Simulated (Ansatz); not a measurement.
CH₇AlAsN, SMILES CN[AsH][AlH2], an atomisation energy

Computed with the Python package of Ansatz (0.2.0).

Run as a notebook:

```python
from collections import Counter

import ansatz as az

BASIS_SET = "6-31G*"
FUNCTIONAL = "r2scan"


def energy_of(molecule, charge=0, unpaired=0):
    calc = (
        molecule.calculation()
        .basis(gaussian=BASIS_SET)
        .functional(FUNCTIONAL)
    )
    if charge:
        calc = calc.charge(charge)
    if unpaired:
        calc = calc.spin("collinear", total=unpaired)
    return calc.run().report["free_energy_ev"]
```

```python
GEOMETRY = """
C    -0.47610    1.86880    0.20160
N    -0.44100    0.47110    0.40000
As    1.18810   -0.13800   -0.33390
Al    0.81310   -2.45850    0.25210
H    -1.48840    2.28030    0.57250
H    -0.46970    2.17150   -0.89560
H     0.32560    2.42970    0.73390
H    -1.16750    0.04300   -0.15560
H     0.64050   -0.28330   -1.72050
H    -0.69920   -3.08200   -0.03370
H     1.83990   -3.35970    0.99980
"""
```

```python
system = az.Crystal.molecule()
for line in GEOMETRY.strip().splitlines():
    symbol, *xyz = line.split()
    system = system.atom(symbol, [float(v) for v in xyz])
```

```python
# Hund ground states
unpaired = {"C": 2, "N": 3, "As": 3, "Al": 1, "H": 1}
counts = Counter(site.symbol for site in system.cartesian_sites)
atom_energy = {s: energy_of(az.Crystal.molecule().atom(s, (0, 0, 0)), 0, unpaired[s]) for s in counts}
whole = energy_of(system, 0, 0)
for s, e in atom_energy.items():
    print(f"{s:2s} x{counts[s]}  {e:14.5f} eV")
print(f"CH7AlAsN: {whole:.5f} eV")
split = sum(counts[s] * e for s, e in atom_energy.items()) - whole
print(f"atomisation energy (no zero-point term): {96.485332 * split:.1f} kJ/mol, {split / sum(counts.values()):.3f} eV an atom")
```

    C  x1     -1029.12978 eV
    N  x1     -1484.70037 eV
    As x1    -60831.43162 eV
    Al x1     -6593.64860 eV
    H  x7       -13.55744 eV
    CH7AlAsN: -70067.21073 eV
    atomisation energy (no zero-point term): 3222.4 kJ/mol, 3.036 eV an atom

3222.4 kJ/mol from the electronic energies, without the zero-point term.

Notes:
- Total energies depend on the basis set; only differences at equal settings carry meaning.
- The geometry is a force-field or estimated start, not a minimum of this method, and the basis set is short of its limit. All parts are taken at fixed geometry, without zero-point energy.
- The whole script took 15 s on 1 thread of Arm Neoverse V1, with other jobs on the host, peak memory 0.22 GiB.
